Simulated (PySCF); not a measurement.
# H2O5Os (Os(O)3(OH)2): the cost of one run

Method: BP86, Os def2-SVP with ECP60, O def2-SVP, H def2-SVP; scalar-relativistic core potentials, no spin–orbit coupling; program: PySCF 2.14.0.

## (1) The starting structure

8 atoms, charge 0, spin multiplicity 1.

Bond lengths: Os1–O2 1.744 Å, Os1–O3 1.720 Å, Os1–O4 1.744 Å, Os1–O5 1.945 Å, Os1–O7 1.945 Å, O5–H6 0.983 Å, O7–H8 0.982 Å. Angles: O2–Os1–O3 110.3°, O2–Os1–O4 139.2°, O2–Os1–O5 84.7°, O2–Os1–O7 87.1°, O3–Os1–O4 110.5°, O3–Os1–O5 101.7°, O3–Os1–O7 101.7°, O4–Os1–O5 87.2°, O4–Os1–O7 84.7°, O5–Os1–O7 156.6°, Os1–O5–H6 110.6°, Os1–O7–H8 110.5°.

As a file:

```xyz
8
H2O5Os
Os   -0.02740   -0.01196   -0.12356
O    -1.14605   -0.18647    1.20276
O    -0.87126   -0.02418   -1.62276
O     1.68611    0.17087   -0.38995
O    -0.06031    1.87850    0.33182
H     0.73996    2.33158   -0.01450
O     0.39104   -1.89696    0.10880
H    -0.31860   -2.34668    0.61804
```

Formal oxidation states: Os +8. An earlier session relaxed this geometry at BP86, Os def2-SVP with ECP60, O def2-SVP, H def2-SVP (singlet, point group C2).

Its energy there is -467.890551 Eh.

## (2) Multiplicity 3 at the relaxed geometry

File run.py (the lines that set the calculation):

```python
mol = gto.M(atom='''
Os    -0.02740    -0.01196    -0.12356
O     -1.14605    -0.18647     1.20276
O     -0.87126    -0.02418    -1.62276
O      1.68611     0.17087    -0.38995
O     -0.06031     1.87850     0.33182
H      0.73996     2.33158    -0.01450
O      0.39104    -1.89696     0.10880
H     -0.31860    -2.34668     0.61804''',
    basis={'Os': 'def2-SVP', 'O': 'def2-SVP', 'H': 'def2-SVP'},
    ecp={'Os': 'def2-SVP'},
    charge=0, spin=2)
mf = dft.UKS(mol, xc='B88,P86')
mf.grids.atom_grid = (50, 194)
mf = mf.density_fit()  # fitting sets: Os def2-universal-JKFIT, O def2-universal-JKFIT, H def2-universal-JKFIT
mf.conv_tol = 1e-08; mf.max_cycle = 55
mf.kernel(dm0)  # dm0: free metal ions and neutral atoms
```

Launch:

```sh
OMP_NUM_THREADS=2 python run.py
```

**Question.** How long does this run take on 2 threads of Arm Neoverse V1, shared host?

About 6.8 s.
